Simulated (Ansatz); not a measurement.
# Os: energy and pressure over a range of volumes

How stiff is Os, and at what volume does the pressure vanish? The cell is scaled evenly, atoms carried along, and solved with LAPW, PAW and all-electron datasets made for the crystal.

Method: DFT PBEsol, scalar-relativistic, in Ansatz 0.2.0.

### Step 1. The starting structure

Symmetry: Fm-3m, No. 225, cubic system. The conventional cell has a = 3.890 Å, b = 3.890 Å, c = 3.890 Å, α = 90.00°, β = 90.00°, γ = 90.00°. Around Os (site symmetry m-3m) lie 12 Os at 2.75 Å.

Coordinates:

```cif
data_structure
_symmetry_space_group_name_H-M 'Fm-3m'
_symmetry_Int_Tables_number 225
_cell_length_a 3.8900
_cell_length_b 3.8900
_cell_length_c 3.8900
_cell_angle_alpha 90.000
_cell_angle_beta 90.000
_cell_angle_gamma 90.000
_cell_volume 58.86
loop_
_atom_site_label
_atom_site_type_symbol
_atom_site_symmetry_multiplicity
_atom_site_Wyckoff_symbol
_atom_site_fract_x
_atom_site_fract_y
_atom_site_fract_z
_atom_site_occupancy
Os1 Os 4 a 0.00000 0.00000 0.00000 1
```

The file gives the conventional cell by its symmetry; the runs use the cell typed in the input.

### Step 2. Volume × 0.96, LAPW

The input, input.yaml:

```yaml
crystal:
  lattice:
    - [0.0, 1.9187129938, 1.9187129938]
    - [1.9187129938, 0.0, 1.9187129938]
    - [1.9187129938, 1.9187129938, 0.0]
  atoms:
    - { symbol: Os, position: [0.0, 0.0, 0.0] }
kpoints:
  mp_grid: { grid: [14, 14, 14] }
  band_path:
    path:
      - [0.0, 0.0, 0.0]
      - [0.5, 0.0, 0.5]
      - [0.625, 0.25, 0.625]
      - [0.375, 0.375, 0.75]
      - [0.0, 0.0, 0.0]
      - [0.5, 0.5, 0.5]
      - [0.5, 0.25, 0.75]
      - [0.5, 0.0, 0.5]
    npoints: 5
scf:
  occupations: { method: fermi_dirac, width: 0.05 }
hamiltonian:
  xc: pbesol
  pseudopotentials: { kind: all_electron, lapw: { basis_error: 0.0005 } }
output:
  forces: true
  stress: true
  eigenvalues: true
```

Started as:

```sh
ansatz run input.yaml --threads 1 --pin off --max-ram 3072MiB --backend cpu --events-out ev --progress --plain --runs-dir out
```

### Step 3. Volume × 0.96, PAW

The input, input.yaml:

```yaml
crystal:
  lattice:
    - [0.0, 1.9187129938, 1.9187129938]
    - [1.9187129938, 0.0, 1.9187129938]
    - [1.9187129938, 1.9187129938, 0.0]
  atoms:
    - { symbol: Os, position: [0.0, 0.0, 0.0] }
kpoints:
  mp_grid: { grid: [14, 14, 14] }
scf:
  occupations: { method: fermi_dirac, width: 0.05 }
hamiltonian:
  xc: pbesol
  pseudopotentials: { kind: paw }
output:
  forces: true
  stress: true
  eigenvalues: true
  efg: { contact_densities: true }
```

### Step 4. Volume × 0.96, crystal datasets

Edit input.yaml of step 3 so:

```diff
@@ -13,3 +13,3 @@
   xc: pbesol
-  pseudopotentials: { kind: paw }
+  pseudopotentials: { kind: all_electron, datasets: crystal }
 output:
```

### Step 5. Volume × 0.99, LAPW

The input, input.yaml:

```yaml
crystal:
  lattice:
    - [0.0, 1.9384949347, 1.9384949347]
    - [1.9384949347, 0.0, 1.9384949347]
    - [1.9384949347, 1.9384949347, 0.0]
  atoms:
    - { symbol: Os, position: [0.0, 0.0, 0.0] }
kpoints:
  mp_grid: { grid: [14, 14, 14] }
  band_path:
    path:
      - [0.0, 0.0, 0.0]
      - [0.5, 0.0, 0.5]
      - [0.625, 0.25, 0.625]
      - [0.375, 0.375, 0.75]
      - [0.0, 0.0, 0.0]
      - [0.5, 0.5, 0.5]
      - [0.5, 0.25, 0.75]
      - [0.5, 0.0, 0.5]
    npoints: 5
scf:
  occupations: { method: fermi_dirac, width: 0.05 }
hamiltonian:
  xc: pbesol
  pseudopotentials: { kind: all_electron, lapw: { basis_error: 0.0005 } }
output:
  forces: true
  stress: true
  eigenvalues: true
```

### Step 6. Volume × 0.99, PAW

The input, input.yaml:

```yaml
crystal:
  lattice:
    - [0.0, 1.9384949347, 1.9384949347]
    - [1.9384949347, 0.0, 1.9384949347]
    - [1.9384949347, 1.9384949347, 0.0]
  atoms:
    - { symbol: Os, position: [0.0, 0.0, 0.0] }
kpoints:
  mp_grid: { grid: [14, 14, 14] }
scf:
  occupations: { method: fermi_dirac, width: 0.05 }
hamiltonian:
  xc: pbesol
  pseudopotentials: { kind: paw }
output:
  forces: true
  stress: true
  eigenvalues: true
  efg: { contact_densities: true }
```

### Step 7. Volume × 0.99, crystal datasets

Edit input.yaml of step 6 so:

```diff
@@ -13,3 +13,3 @@
   xc: pbesol
-  pseudopotentials: { kind: paw }
+  pseudopotentials: { kind: all_electron, datasets: crystal }
 output:
```

### Step 8. Volume × 1.02, LAPW

The input, input.yaml:

```yaml
crystal:
  lattice:
    - [0.0, 1.9578811701, 1.9578811701]
    - [1.9578811701, 0.0, 1.9578811701]
    - [1.9578811701, 1.9578811701, 0.0]
  atoms:
    - { symbol: Os, position: [0.0, 0.0, 0.0] }
kpoints:
  mp_grid: { grid: [14, 14, 14] }
  band_path:
    path:
      - [0.0, 0.0, 0.0]
      - [0.5, 0.0, 0.5]
      - [0.625, 0.25, 0.625]
      - [0.375, 0.375, 0.75]
      - [0.0, 0.0, 0.0]
      - [0.5, 0.5, 0.5]
      - [0.5, 0.25, 0.75]
      - [0.5, 0.0, 0.5]
    npoints: 5
scf:
  occupations: { method: fermi_dirac, width: 0.05 }
hamiltonian:
  xc: pbesol
  pseudopotentials: { kind: all_electron, lapw: { basis_error: 0.0005 } }
output:
  forces: true
  stress: true
  eigenvalues: true
```

### Step 9. Volume × 1.02, PAW

The input, input.yaml:

```yaml
crystal:
  lattice:
    - [0.0, 1.9578811701, 1.9578811701]
    - [1.9578811701, 0.0, 1.9578811701]
    - [1.9578811701, 1.9578811701, 0.0]
  atoms:
    - { symbol: Os, position: [0.0, 0.0, 0.0] }
kpoints:
  mp_grid: { grid: [14, 14, 14] }
scf:
  occupations: { method: fermi_dirac, width: 0.05 }
hamiltonian:
  xc: pbesol
  pseudopotentials: { kind: paw }
output:
  forces: true
  stress: true
  eigenvalues: true
  efg: { contact_densities: true }
  write_density: true
  write_potential: true
  elf: true
  volumetric_format: npy
```

### Step 10. Volume × 1.02, crystal datasets

Edit input.yaml of step 9 so:

```diff
@@ -13,3 +13,3 @@
   xc: pbesol
-  pseudopotentials: { kind: paw }
+  pseudopotentials: { kind: all_electron, datasets: crystal }
 output:
@@ -19,5 +19 @@
   efg: { contact_densities: true }
-  write_density: true
-  write_potential: true
-  elf: true
-  volumetric_format: npy
```

### Step 11. Volume × 1.06, LAPW

The input, input.yaml:

```yaml
crystal:
  lattice:
    - [0.0, 1.9831469396, 1.9831469396]
    - [1.9831469396, 0.0, 1.9831469396]
    - [1.9831469396, 1.9831469396, 0.0]
  atoms:
    - { symbol: Os, position: [0.0, 0.0, 0.0] }
kpoints:
  mp_grid: { grid: [14, 14, 14] }
  band_path:
    path:
      - [0.0, 0.0, 0.0]
      - [0.5, 0.0, 0.5]
      - [0.625, 0.25, 0.625]
      - [0.375, 0.375, 0.75]
      - [0.0, 0.0, 0.0]
      - [0.5, 0.5, 0.5]
      - [0.5, 0.25, 0.75]
      - [0.5, 0.0, 0.5]
    npoints: 5
scf:
  occupations: { method: fermi_dirac, width: 0.05 }
hamiltonian:
  xc: pbesol
  pseudopotentials: { kind: all_electron, lapw: { basis_error: 0.0005 } }
output:
  forces: true
  stress: true
  eigenvalues: true
```

### Step 12. Volume × 1.06, PAW

The input, input.yaml:

```yaml
crystal:
  lattice:
    - [0.0, 1.9831469396, 1.9831469396]
    - [1.9831469396, 0.0, 1.9831469396]
    - [1.9831469396, 1.9831469396, 0.0]
  atoms:
    - { symbol: Os, position: [0.0, 0.0, 0.0] }
kpoints:
  mp_grid: { grid: [14, 14, 14] }
scf:
  occupations: { method: fermi_dirac, width: 0.05 }
hamiltonian:
  xc: pbesol
  pseudopotentials: { kind: paw }
output:
  forces: true
  stress: true
  eigenvalues: true
  efg: { contact_densities: true }
```

### Step 13. Volume × 1.06, crystal datasets

Edit input.yaml of step 12 so:

```diff
@@ -13,3 +13,3 @@
   xc: pbesol
-  pseudopotentials: { kind: paw }
+  pseudopotentials: { kind: all_electron, datasets: crystal }
 output:
```

(Steps that only read results are left out.)

**Question.** What will these runs give?

**Answer**, as computed:

| quantity | value |
| --- | --- |
| pressure at 14.13 Å³/atom (LAPW) | -5.14 GPa |
| pressure at 15.60 Å³/atom (LAPW) | -36.18 GPa |

Over this range the mean stiffness −dP/dlnV is 313 GPa by LAPW; the pressure keeps one sign, so equilibrium lies outside the range. No thermal or zero-point expansion is included. Spin-orbit coupling is left out, though the cell holds Os; in elements this heavy it can shift bands and gaps by tenths of an eV.
